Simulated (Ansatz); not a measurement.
# AlClH6Si2: the cost of one run

Computed with the Python package of Ansatz 0.2.0. Level of theory: CAM-B3LYP/def2-SVPD.

### 1 The system

Bond lengths: Al1–Si2 2.292 Å, Si2–Si3 2.209 Å, Si3–Cl4 2.134 Å, Al1–H5 1.639 Å, Al1–H6 1.648 Å, Si2–H7 1.476 Å, Si2–H8 1.438 Å, Si3–H9 1.509 Å, Si3–H10 1.508 Å. Angles (14 of 15 angles, heavy atoms first): Al1–Si2–Si3 108.5°, Si2–Si3–Cl4 111.7°, Al1–Si2–H7 110.1°, Al1–Si2–H8 110.9°, Si3–Si2–H7 108.6°, Si3–Si2–H8 108.5°, Si2–Al1–H5 122.0°, Si2–Al1–H6 121.7°, Si2–Si3–H9 111.5°, Si2–Si3–H10 110.1°, Cl4–Si3–H9 109.9°, Cl4–Si3–H10 107.0°, H7–Si2–H8 110.0°, H5–Al1–H6 116.2°.

The script holds or builds the structure itself.

### 2 The code

File field_alclh6si2.py:

```python
# -*- coding: utf-8 -*-
"""Dipole of AlClH6Si2 in the field of point charges."""

import warnings

import ansatz as az
import numpy as np

BASIS = "def2-SVPD"
XC = "cam_b3lyp"

GEOMETRY = """
Al   -1.82070    0.41340   -0.84640
Si   -0.15290   -0.97840   -0.11630
Si    1.42530    0.24850    0.82280
Cl    2.30030    1.60750   -0.57070
H    -2.25020    0.50170   -2.42530
H    -2.63640    1.40470    0.18710
H     0.43470   -1.70860   -1.25650
H    -0.65110   -1.90900    0.86070
H     0.89890    1.00620    2.01630
H     2.53530   -0.63730    1.33120
"""


def main():
    warnings.simplefilter("ignore", az.DeckWarning)

    system = az.Crystal.molecule()
    for line in GEOMETRY.strip().splitlines():
        symbol, *xyz = line.split()
        system = system.atom(symbol, [float(v) for v in xyz])

    setup = (
        system.calculation()
        .basis(gaussian=BASIS)
        .functional(XC)
        .accuracy("medium")  # preset for grids and thresholds
        .forces()  # eV per angstrom
    )
    # charges +q and -q at -R and +R make a nearly even field 2 k q / R^2 at the centre
    centre = np.mean([site.position_ang for site in system.cartesian_sites], axis=0)
    field = 2 * 14.399645 * 3.0 / 25.0 ** 2


    def dipole(axis, sign):
        arm = 25.0 * np.eye(3)[axis]
        pair = [{"charge": sign * 3.0, "position_ang": (centre - arm).tolist()}, {"charge": -sign * 3.0, "position_ang": (centre + arm).tolist()}]
        deck = setup.input().set(az.key.basis.gaussian.point_charges, pair)
        return np.array(az.Session.from_dict(deck).plan().execute().report["charge_distribution"]["dipole_moment_e_ang"])


    print(f"field {field:.4f} V/A")
    alpha = np.array([(dipole(axis, 1) - dipole(axis, -1)) / (2 * field) * 14.399645 for axis in range(3)])
    print("polarisability tensor (A^3)")
    print(np.array2string(alpha, precision=3, suppress_small=True))
    print(f"mean {np.trace(alpha) / 3:.3f} A^3 = {np.trace(alpha) / 3 / 0.14818471:.2f} bohr^3")


if __name__ == "__main__":
    main()
```

### 3 The input behind the calls

The engine receives this input (first run):

```yaml
crystal:
  periodic: [false, false, false]
  atoms:
    - { symbol: Al, position_ang: [-1.8207, 0.4134, -0.8464] }
    - { symbol: Si, position_ang: [-0.1529, -0.9784, -0.1163] }
    - { symbol: Si, position_ang: [1.4253, 0.2485, 0.8228] }
    - { symbol: Cl, position_ang: [2.3003, 1.6075, -0.5707] }
    - { symbol: H, position_ang: [-2.2502, 0.5017, -2.4253] }
    - { symbol: H, position_ang: [-2.6364, 1.4047, 0.1871] }
    - { symbol: H, position_ang: [0.4347, -1.7086, -1.2565] }
    - { symbol: H, position_ang: [-0.6511, -1.909, 0.8607] }
    - { symbol: H, position_ang: [0.8989, 1.0062, 2.0163] }
    - { symbol: H, position_ang: [2.5353, -0.6373, 1.3312] }
accuracy: medium
basis:
  gaussian:
    orbitals: def2-SVPD
    point_charges:
      - { charge: 3.0, position_ang: [-24.99168, -0.0051299999999999905, 0.0002900000000000791] }
      - { charge: -3.0, position_ang: [25.00832, -0.0051299999999999905, 0.0002900000000000791] }
hamiltonian:
  xc: cam_b3lyp
output:
  forces: true
```

### 4 Running it

The run is started by

```sh
python field_alclh6si2.py
```

**Question.** How long does this script take on 1 thread of Arm Neoverse V2, shared host, and how much memory does it need?

About 54 s, with a peak of 0.55 GiB.
